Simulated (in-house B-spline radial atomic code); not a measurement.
**Tc⁹⁺: ionisation energy by several methods**

An exercise on one series of results from a longer session: the logs are not shown, and one member is left open.

Program: in-house B-spline radial atomic code version 1. Level of theory: non-relativistic, several functionals, spin-polarised, exact exchange averaged over the configuration; spherical all-electron atom at the radial basis limit. These are calculated values, not measurements, unless marked.

### The system

```
element       : technetium (Z = 43)
charge        : +9
electrons     : 34
configuration : [Ar] 3d10 4s2 4p4
nucleus       : point
```

Outer shells as boxes (Hund's rule):

[Ar] 3d10 4s2 4p4
```
[Ar] core
3d [↑↓][↑↓][↑↓][↑↓][↑↓]
4s [↑↓]
4p [↑↓][↑ ][↑ ]
```

Where spins are not typed, each open shell is filled with up spins first.

Set-up of the first run:

Settings of the run:

```ini
Z = 43
electrons = 34.0
configuration = [Ar] 3d10 4s2 4p4
hamiltonian = nr
method = lc_wpbe
spin_polarised = True
exact_exchange = averaged over the configuration
```

Launch:

```bash
> python run_scf.py task.json out
```

One command runs all members of the session, one after another, from task.json.

Among the steps run: LC-ωPBE; M06-2X; r2SCAN0; CAM-B3LYP; B97-1; BHandHLYP.

One of the session's tables, all rows but one given; the rest of the session is left out.

```
   method  ΔSCF (eV)
   M06-2X     189.22
  r2SCAN0     189.71
    B97-1     190.03
BHandHLYP          ?
  LC-ωPBE     190.33
CAM-B3LYP     190.30
```

**Question.** Estimate the row for BHandHLYP.

The run gave: ΔSCF (eV): 190.00. In the column «ΔSCF (eV)» it lies between r2SCAN0 (189.71) and B97-1 (190.03).

Caveats from the session: These runs leave out relativity, which matters at this nuclear charge.
